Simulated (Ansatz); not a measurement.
**GeH₂Cl radical (SMILES [Cl][GeH2]): single points off equilibrium**

An exercise on one series of results from a longer session: the logs are not shown, and one member is left open.

The runs use Ansatz 0.2.0, Gaussian basis; single points in def2-TZVPP.

Correlated methods freeze the cores. Filled d shells of the heavier atoms are correlated. Orbitals are unrestricted.

## The starting structure

4 atoms, charge 0, spin multiplicity 2.

Atoms are counted from 1 here; the program's logs count them from 0.

Bond lengths: Cl1–Ge2 2.130 Å, Ge2–H3 1.567 Å, Ge2–H4 1.607 Å. Angles: Cl1–Ge2–H3 102.0°, Cl1–Ge2–H4 102.8°, H3–Ge2–H4 100.6°.

Geometry (Å):

```xyz
4
charge 0, multiplicity 2
Cl   -1.52240    0.31450    0.97610
Ge    0.04790   -0.57400   -0.15520
H     0.08130    0.33300   -1.43230
H     1.36740   -0.06120    0.60480
```

Set-up of the first run:

The input, run/in.yaml:

```yaml
crystal:
  periodic: [false, false, false]
  atoms:
    - {symbol: Cl, position_ang: [-1.522400, 0.314500, 0.976100]}
    - {symbol: Ge, position_ang: [0.047900, -0.574000, -0.155200]}
    - {symbol: H, position_ang: [0.081300, 0.333000, -1.432300]}
    - {symbol: H, position_ang: [1.367400, -0.061200, 0.604800]}
basis:
  gaussian: {orbitals: def2-TZVPP}
magnetization: {spin_polarized: true, initial_magnetization: 1}
correlation: {method: ccsd_t}
scf: {omitted_lower_state_checks: [cluster_reference]}
output: {forces: true}
```

The command line of these runs was not kept.

Steps of the session up to this table: CCSD(T)/def2-TZVPP; PBE0-D4/def2-TZVPP; wB97M-V/def2-TZVPP; r2SCAN-D4/def2-TZVPP; PBE-D4/def2-TZVPP; r2SCAN0-D4/def2-TZVPP; HSE06-D4/def2-TZVPP.

One table of the session follows, with a row left open; its other results are not shown here.

| method | RMS force component (eV/Å) | angle to CCSD(T) forces (°) | dipole (D) |
| --- | --- | --- | --- |
| CCSD(T) | 0.663 | reference | 1.68 |
| PBE0-D4 | 0.583 | 4.2 | 1.67 |
| wB97M-V | ? | ? | ? |
| r2SCAN-D4 | 0.593 | 3.6 | 1.60 |
| PBE-D4 | 0.535 | 21.4 | 1.46 |
| r2SCAN0-D4 | 0.643 | 6.3 | 1.74 |
| HSE06-D4 | 0.581 | 4.5 | 1.66 |

**Question.** Estimate the row for wB97M-V.

**Answer.** RMS force component (eV/Å): 0.630; angle to CCSD(T) forces (°): 2.6; dipole (D): 1.75. In the column «RMS force component (eV/Å)» it lies between r2SCAN-D4 (0.593) and r2SCAN0-D4 (0.643).
